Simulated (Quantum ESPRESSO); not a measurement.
# MoN2 (P4/mbm) in Quantum ESPRESSO: a series of runs, part 2 of 3

Quantum ESPRESSO 7.5.

**3. Wannier functions, PBEsol**

Input file pw.in:

```
&CONTROL
  calculation = 'scf'
  prefix = 'pwscf'
  outdir = './tmp'
  pseudo_dir = './pseudo'
  tprnfor = .true.
  tstress = .true.
  disk_io = 'low'
/
&SYSTEM
  ibrav = 0
  celldm(1) = 8
  nat = 6
  ntyp = 2
  ecutwfc = 45
  ecutrho = 360
  nbnd = 33
  occupations = 'smearing'
  smearing = 'fd'
  degauss = 0.00367493
/
&ELECTRONS
  conv_thr = 1.2d-09
  electron_maxstep = 120
  mixing_beta = 0.5
/
ATOMIC_SPECIES
Mo    95.9500 mo_pbesol_v1.uspp.F.UPF
N     14.0070 n_pbesol_v1.2.uspp.F.UPF
CELL_PARAMETERS alat
  1.0270786681697   0.0000000000000   0.0000000000000
  0.0000000000000   1.0270786681697   0.0000000000000
  0.0000000000000   0.0000000000000   0.6537176826071
ATOMIC_POSITIONS crystal
Mo     0.0000000000    0.0000000000    0.0000000000
Mo     0.5000000000    0.5000000000    0.0000000000
N      0.6116470000    0.8883530000    0.5000000000
N      0.3883530000    0.1116470000    0.5000000000
N      0.1116470000    0.6116470000    0.5000000000
N      0.8883530000    0.3883530000    0.5000000000
K_POINTS automatic
5 5 8 0 0 0
```

nscf.in is that of step 2.

Input file pw2wan.in:

```
&INPUTPP
  prefix = 'pwscf'
  outdir = './tmp'
  seedname = 'w'
  write_mmn = .true.
  write_amn = .true.
/
```

bands.in is that of step 2.

Changes to w.win since step 2:

```diff
@@ -3,3 +3,3 @@
 guiding_centres = true
-dis_froz_max = 19.92
+dis_froz_max = 20.92
 dis_num_iter = 600
@@ -7,3 +7,3 @@
 dis_conv_tol = 1.0d-9
-num_iter = 1200
+num_iter = 0
 search_shells = 100
```

Potentials or basis: GBRV 1.5 PBEsol.

Launch:

```
> OMP_NUM_THREADS=1 pw.x -in pw.in > pw.out
> OMP_NUM_THREADS=1 pw.x -in nscf.in > nscf.out
> wannier90.x -pp w
> OMP_NUM_THREADS=1 pw2wannier90.x -in pw2wan.in > pw2wan.out
> wannier90.x w
> OMP_NUM_THREADS=1 pw.x -in bands.in > bands.out
```

pw.out:

```text
This program is part of the open-source Quantum ESPRESSO suite
     for quantum simulation of materials; please cite
         "P. Giannozzi et al., J. Phys.:Condens. Matter 21 395502 (2009);
         "P. Giannozzi et al., J. Phys.:Condens. Matter 29 465901 (2017);
         "P. Giannozzi et al., J. Chem. Phys. 152 154105 (2020);
     in publications or presentations arising from this work. More details at

     Message from routine setup:
     using ibrav=0 with symmetry is DISCOURAGED, use correct ibrav instead

     G-vector sticks info
     --------------------
     sticks:   dense  smooth     PW     G-vecs:    dense   smooth      PW
     Sum        1933     973    293                40723    14419    2481

     Using Slab Decomposition

     bravais-lattice index     =            0
     lattice parameter (alat)  =       8.0000  a.u.
     unit-cell volume          =     353.0755 (a.u.)^3
     number of atoms/cell      =            6
     number of atomic types    =            2
     number of electrons       =        48.00
     number of Kohn-Sham states=           33
     kinetic-energy cutoff     =      45.0000  Ry
     charge density cutoff     =     360.0000  Ry
     scf convergence threshold =      1.2E-09
     mixing beta               =       0.5000
     number of iterations used =            8  plain     mixing
     Exchange-correlation= SLA  PW   PSX  PSC
                           (   1   4  10   8   0   0   0)

     celldm(1)=   8.000000  celldm(2)=   0.000000  celldm(3)=   0.000000
     celldm(4)=   0.000000  celldm(5)=   0.000000  celldm(6)=   0.000000

     crystal axes: (cart. coord. in units of alat)
               a(1) = (   1.027079   0.000000   0.000000 )
               a(2) = (   0.000000   1.027079   0.000000 )
               a(3) = (   0.000000   0.000000   0.653718 )

     reciprocal axes: (cart. coord. in units 2 pi/alat)
               b(1) = (  0.973635  0.000000  0.000000 )
               b(2) = (  0.000000  0.973635  0.000000 )
               b(3) = (  0.000000  0.000000  1.529712 )

     PseudoPot. # 1 for Mo read from file:
     mo_pbesol_v1.uspp.F.UPF
     Pseudo is Ultrasoft + core correction, Zval = 14.0
     Generated by new atomic code, or converted to UPF format
     Using radial grid of  889 points,  6 beta functions with:
                l(1) =   0
                l(2) =   0
                l(3) =   1
                l(4) =   1
                l(5) =   2
                l(6) =   2
     Q(r) pseudized with  6 coefficients,  rinner =    1.000   1.000   1.000
                                                       1.000   1.000

     PseudoPot. # 2 for N  read from file:
     n_pbesol_v1.2.uspp.F.UPF
     Pseudo is Ultrasoft + core correction, Zval =  5.0
     Generated by new atomic code, or converted to UPF format
     Using radial grid of  729 points,  4 beta functions with:
                l(1) =   0
                l(2) =   0
                l(3) =   1
                l(4) =   1
     Q(r) pseudized with  8 coefficients,  rinner =    0.900   0.900   0.900

     atomic species   valence    mass     pseudopotential
     Mo               14.00    95.95000     Mo( 1.00)
     N                 5.00    14.00700     N ( 1.00)

     16 Sym. Ops., with inversion, found ( 8 have fractional translation)

   Cartesian axes

     site n.     atom                  positions (alat units)
         1        Mo     tau(   1) = (   0.0000000   0.0000000   0.0000000  )
         2        Mo     tau(   2) = (   0.5135393   0.5135393   0.0000000  )
         3        N      tau(   3) = (   0.6282096   0.9124084   0.3268588  )
         4        N      tau(   4) = (   0.3988691   0.1146703   0.3268588  )
         5        N      tau(   5) = (   0.1146703   0.6282096   0.3268588  )
         6        N      tau(   6) = (   0.9124084   0.3988691   0.3268588  )

     number of k points=    30  Fermi-Dirac smearing, width (Ry)=  0.0037
                       cart. coord. in units 2pi/alat
        k(    1) = (   0.0000000   0.0000000   0.0000000), wk =   0.0100000
        k(    2) = (   0.0000000   0.0000000   0.1912140), wk =   0.0200000
        k(    3) = (   0.0000000   0.0000000   0.3824281), wk =   0.0200000
        k(    4) = (   0.0000000   0.0000000   0.5736421), wk =   0.0200000
        k(    5) = (   0.0000000   0.0000000  -0.7648562), wk =   0.0100000
        k(    6) = (   0.0000000   0.1947271   0.0000000), wk =   0.0400000
[... 22 lines left out ...]
        k(   29) = (   0.3894541   0.3894541   0.5736421), wk =   0.0800000
        k(   30) = (   0.3894541   0.3894541  -0.7648562), wk =   0.0400000

     Dense  grid:    40723 G-vectors     FFT dimensions: (  50,  50,  32)

     Smooth grid:    14419 G-vectors     FFT dimensions: (  36,  36,  24)

     Initial potential from superposition of free atoms

     starting charge      47.9980, renormalised to      48.0000
     Starting wfcs are   42 randomized atomic wfcs

     Self-consistent Calculation

     iteration #  1     ecut=    45.00 Ry     beta= 0.50
     Davidson diagonalization with overlap
     ethr =  1.00E-02,  avg # of iterations =  2.3

     negative rho (up, down):  1.018E-04 0.000E+00

     total energy              =    -358.66569755 Ry
     estimated scf accuracy    <       1.01241753 Ry

     iteration #  2     ecut=    45.00 Ry     beta= 0.50
     Davidson diagonalization with overlap
     ethr =  2.11E-03,  avg # of iterations =  2.3

     total energy              =    -358.74642189 Ry
     estimated scf accuracy    <       2.16812062 Ry

     iteration #  3     ecut=    45.00 Ry     beta= 0.50
     Davidson diagonalization with overlap
     ethr =  2.11E-03,  avg # of iterations =  2.0

     total energy              =    -359.09867868 Ry
     estimated scf accuracy    <       0.02580320 Ry

     iteration #  4     ecut=    45.00 Ry     beta= 0.50
     Davidson diagonalization with overlap
     ethr =  5.38E-05,  avg # of iterations =  3.2
[... 22 lines left out ...]
     total energy              =    -359.10323864 Ry
     estimated scf accuracy    <       0.00000007 Ry

     iteration #  8     ecut=    45.00 Ry     beta= 0.50
     Davidson diagonalization with overlap
     ethr =  1.46E-10,  avg # of iterations =  2.0

     total energy              =    -359.10323865 Ry
     estimated scf accuracy    <          5.2E-09 Ry

     iteration #  9     ecut=    45.00 Ry     beta= 0.50
     Davidson diagonalization with overlap
     ethr =  1.08E-11,  avg # of iterations =  2.1

     End of self-consistent calculation

          k = 0.0000 0.0000 0.0000 (  1835 PWs)   bands (ev):

   -43.0884 -43.0291 -17.3002 -17.3002 -16.9651 -16.9651 -16.9017 -16.8347
    -2.4965  -1.1726   6.7687   6.7687  10.3898  10.5961  12.0138  12.8045
    12.8045  14.0603  14.9446  14.9452  15.8691  15.8691  16.6104  17.0495
    19.4528  19.4528  19.9080  20.5965  20.9954  24.4341  24.6655  24.6655
    26.2032

          k = 0.0000 0.0000 0.1912 (  1823 PWs)   bands (ev):

   -43.0732 -43.0144 -17.2774 -17.2774 -17.0519 -16.9694 -16.9485 -16.9485
    -2.3254  -1.0610   6.5952   6.5952  10.5362  10.8093  12.4742  12.4742
    12.5598  12.7146  13.8470  15.9726  15.9726  16.2358  16.8229  17.5190
    19.8098  19.8098  20.0891  20.6418  21.1644  23.9859  24.1631  24.1631
    26.8009

          k = 0.0000 0.0000 0.3824 (  1811 PWs)   bands (ev):
[... 209 lines left out ...]
   -42.9733 -42.9680 -17.6642 -17.6503 -17.2129 -17.1850 -16.8674 -16.8381
    -1.2390  -1.1574   6.5887   6.7295  10.3492  10.9358  11.4248  11.5010
    12.6344  13.4776  13.7671  14.3608  14.3977  14.9008  17.7211  17.9856
    20.4836  20.8003  21.9564  22.0203  22.3549  22.4654  24.5102  24.6585
    27.7052

          k = 0.3895 0.3895-0.7649 (  1806 PWs)   bands (ev):

   -42.9581 -42.9528 -17.7929 -17.7780 -17.1861 -17.1590 -16.8506 -16.8220
    -1.2115  -1.1410   6.8942   7.0708  10.3986  10.8471  11.0569  11.0678
    12.7063  13.4517  13.6281  14.0004  14.0450  14.7611  17.6043  17.7095
    21.0170  21.2897  21.9505  22.1386  22.8549  22.9076  25.0254  25.1816
    27.8041

     the Fermi energy is    18.9182 ev

!    total energy              =    -359.10323865 Ry
     estimated scf accuracy    <          2.1E-10 Ry
     smearing contrib. (-TS)   =      -0.00156147 Ry
     internal energy E=F+TS    =    -359.10167718 Ry

     The total energy is F=E-TS. E is the sum of the following terms:
     one-electron contribution =     -19.29707504 Ry
     hartree contribution      =      43.37079753 Ry
     xc contribution           =     -59.74310521 Ry
     ewald contribution        =    -323.43229447 Ry

     convergence has been achieved in   9 iterations

     Forces acting on atoms (cartesian axes, Ry/au):

     atom    1 type  1   force =     0.00000000    0.00000000    0.00000000
     atom    2 type  1   force =     0.00000000    0.00000000    0.00000000
     atom    3 type  2   force =     0.00253619   -0.00253619    0.00000000
     atom    4 type  2   force =    -0.00253619    0.00253619   -0.00000000
     atom    5 type  2   force =     0.00253619    0.00253619   -0.00000000
     atom    6 type  2   force =    -0.00253619   -0.00253619   -0.00000000

     Total force =     0.007173     Total SCF correction =     0.000007

     Computing stress (Cartesian axis) and pressure

          total   stress  (Ry/bohr**3)                   (kbar)     P=     -145.12
  -0.00090559   0.00000000   0.00000000         -133.22        0.00        0.00
   0.00000000  -0.00090559   0.00000000            0.00     -133.22        0.00
   0.00000000   0.00000000  -0.00114824            0.00        0.00     -168.91

=------------------------------------------------------------------------------=
   JOB DONE.
=------------------------------------------------------------------------------=
```

It took 4.2 min on 1 thread of Intel Xeon 6975P-C (Granite Rapids), shared host; peak memory 0.22 GiB.

Results:

| Item | Value |
| --- | --- |
| Free energy | -4885.8485 eV |
| Pressure | -14.5 GPa |
| Largest force | 0.092 eV/Å |
| Band gap on the k mesh | none (metal or under the smearing width) |
| Total Wannier spread | 92.64 Å² over 34 functions |
| RMS miss of the Wannier bands | 0.137 eV |

Forces in eV/Å, atoms in the order of the input:
```
Mo   0.000  0.000  0.000
Mo   0.000  0.000  0.000
N    0.065 -0.065  0.000
N   -0.065  0.065  0.000
N    0.065  0.065  0.000
N   -0.065 -0.065  0.000
```

Levels at the corners of the path, in eV from the Fermi level:
```csv
point,band 22,band 23,band 24,band 25,band 26,band 27
Γ,-3.05,-2.31,-1.87,0.53,0.53,0.99
X,-2.04,-1.21,-1.21,-0.46,-0.46,2.09
M,-0.87,0.48,0.48,0.48,0.48,0.93
Γ,-3.05,-2.31,-1.87,0.53,0.53,0.99
Z,-2.08,0.67,1.05,2.04,2.14,2.30
R,-2.55,-1.10,-1.10,2.42,2.42,2.93
A,-5.16,-1.39,-1.39,2.37,2.37,3.27
Z,-2.08,0.67,1.05,2.04,2.14,2.30
X,-2.04,-1.21,-1.21,-0.46,-0.46,2.09
R,-2.55,-1.10,-1.10,2.42,2.42,2.93
M,-0.87,0.48,0.48,0.48,0.48,0.93
A,-5.16,-1.39,-1.39,2.37,2.37,3.27
```

Wannier functions:
```csv
function,nearest atom,distance (Å),spread (Å²),on-site energy from the reference level (eV)
1,1 Mo,0.06,4.30,10.55
2,1 Mo,0.46,18.42,14.97
3,1 Mo,0.31,7.14,13.51
4,1 Mo,0.38,8.18,13.44
5,1 Mo,0.02,0.82,0.57
6,1 Mo,0.01,0.86,0.34
7,1 Mo,0.01,0.87,0.32
8,1 Mo,0.03,0.84,0.63
9,1 Mo,0.01,0.83,0.65
10,2 Mo,0.05,4.33,10.54
11,4 N,1.29,16.47,15.11
12,2 Mo,0.33,7.15,13.52
13,2 Mo,0.35,8.30,13.41
14,2 Mo,0.01,0.82,0.59
15,2 Mo,0.01,0.86,0.34
16,2 Mo,0.01,0.87,0.32
17,2 Mo,0.03,0.84,0.63
18,2 Mo,0.01,0.83,0.65
19,3 N,0.01,0.67,-11.20
20,3 N,0.01,0.63,-2.57
21,3 N,0.05,0.62,-2.13
22,3 N,0.05,0.61,-2.08
23,4 N,0.01,0.64,-11.16
24,4 N,0.01,0.61,-2.54
25,4 N,0.03,0.59,-2.04
26,4 N,0.04,0.61,-2.12
```

Parts of the spread (Å²): invariant 22.93, diagonal 24.711, off-diagonal 44.99, total 92.64. Against the direct bands the interpolation misses by 137 meV (root mean square) and 1578 meV at most, for states up to 1 eV over the reference level.

[end of part 2 of 3]
